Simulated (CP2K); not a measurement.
Runs of CP2K 2026.2 on NbSi. The structure is cubic, space group Pm-3m (No. 221). Conventional cell: a = 3.156 Å, b = 3.156 Å, c = 3.156 Å, α = 90.00°, β = 90.00°, γ = 90.00°. Nb (site symmetry m-3m) is surrounded by 8 Si at 2.73 Å. Around Si (site symmetry m-3m) lie 8 Nb at 2.73 Å. The cell was built by a generator and needn't be a form met in nature.

| task | level | NGRIDS | hirshfeld SHAPE_FUNCTION | VORONOI_RADII | CUTOFF of the grids | cutoff of the non-local correlation (Ry) | gap on the mesh (eV) | pressure (GPa) |
| --- | --- | --- | --- | --- | --- | --- | --- | --- |
| atomic charges | PBE | 4 | DENSITY | UNITY | 675 Ry | - | none | 0.5 |
| atomic charges | PBEsol | 4 | DENSITY | UNITY | 675 Ry | - | none | -3.3 |
| atomic charges | LDA | 4 | DENSITY | UNITY | 675 Ry | - | none | (a) |
| atomic charges | BEEF-vdW | 4 | DENSITY | UNITY | 675 Ry | 300 | none | 0.5 |
| single point | PBE | 5 | - | - | 450 Ry | - | none | 0.5 |
| atomic charges | MS2 | 4 | DENSITY | UNITY | 675 Ry | - | none | 0.5 |
| atomic charges | rev-vdW-DF2 | 4 | DENSITY | UNITY | 675 Ry | 300 | none | 0.3 |

Alike in all rows: potentials or basis POTENTIAL_UZH Nb GTH-PBE-q13, Si GTH-PBE-q4; TZVP-MOLOPT-PBE-GTH basis; no spin polarisation; cell as given; k mesh 8 × 8 × 8; smearing fermi-dirac 0.05 eV.

Question: Estimate the missing entries.

Answer: (a) -4.8.

Caveats: the basis of atomic orbitals isn't converged, which shifts pressures, moduli and gaps; the potentials were made for another functional, which shifts forces and pressure (some runs).

A k mesh can miss the band edges, and the runs leave out spin-orbit coupling on Nb.

A gap of «none» marks a metal or a gap under the smearing width.

Not every run made on this cell is shown here.
